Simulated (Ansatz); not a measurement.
**Sn2Sb2Te: one candidate of a structure search**

The task: take a trial cell of Sn2Sb2Te to zero force and stress.

Computed with Ansatz 0.2.0 (DFT PBE, scalar-relativistic, plane waves, PAW, unless a step's input says otherwise).

## Step 1: Starting point

The structure is hexagonal, space group P6/mmm (No. 191). The conventional cell has a = 5.821 Å, b = 5.821 Å, c = 5.263 Å, α = 90.00°, β = 90.00°, γ = 120.00°. Around Sn (site symmetry -6m2) lie 2 Sb at 2.63 Å and 3 Sn at 3.36 Å and 3 Te at 3.36 Å. Around Sb (site symmetry -6m2) lie 2 Sn at 2.63 Å. Te (site symmetry 6/mmm) has 6 Sn at 3.36 Å in its first shell of neighbours.

As a file:

```xyz
5
Lattice="5.8206 0.0000 0.0000 -2.9103 5.0408 0.0000 0.0000 0.0000 5.2633" Properties=species:S:1:pos:R:3 pbc="T T T"
Sn    0.0000    3.3605    2.6317
Sn    2.9103    1.6803    2.6317
Sb    0.0000    3.3605    0.0000
Sb    2.9103    1.6803    0.0000
Te    0.0000    0.0000    2.6317
```

Recipe of the guess: random cell by space group and Wyckoff sites (P6/mmm, No. 191). Its size is a rough estimate.

## Step 2: A first look at the guess

Contents of input.yaml:

```yaml
crystal:
  lattice:
    - [5.82057851, 0.0, 0.0]
    - [-2.91028925, 5.04076885, 0.0]
    - [0.0, 0.0, 5.26331895]
  atoms:
    - { symbol: Sn, position: [0.33333333, 0.66666667, 0.5] }
    - { symbol: Sn, position: [0.66666667, 0.33333333, 0.5] }
    - { symbol: Sb, position: [0.33333333, 0.66666667, 0.0] }
    - { symbol: Sb, position: [0.66666667, 0.33333333, 0.0] }
    - { symbol: Te, position: [0.0, 0.0, 0.5] }
basis:
  ecutwfc: 420
kpoints:
  mp_grid: { grid: [3, 3, 4] }
hamiltonian:
  xc: pbe
scf:
  occupations: { method: gaussian, width: 0.1 }
  lower_state_search: "off"
output:
  forces: true
  stress: true
  eigenvalues: true
```

Launch:

```sh
> ansatz run input.yaml --threads 1 --pin off --max-ram 2560MiB --backend cpu --events-out ev --progress --plain --runs-dir out
```

Further runs follow: coarse relaxation; another rough relaxation; relaxation on the finer mesh.

**Question.** What will these runs give? Wanted: conventional cell; volume; energy over the elements, grey Sn; gap on the mesh.

**Answer**, as computed:

| quantity | value |
| --- | --- |
| symmetry at the end (tolerance 0.05 Å) | space group P6/mmm (No. 191) |
| conventional cell | a = 5.501 Å, b = 5.501 Å, c = 6.221 Å, α = 90.00°, β = 90.00°, γ = 120.00° |
| volume | 32.61 Å³/atom |
| energy over the elements, grey Sn | +0.09 eV/atom |
| gap on the mesh | none (metal) |

In words: The space group P6/mmm (No. 191) is kept, and the volume per atom grows by 5.6 % from the first guess. The formation energy is positive, so the separate elements lie lower. No finished test with a distortion of lower symmetry is shown, so the end may be a saddle point. Spin-orbit coupling is left out for Sb, Te.
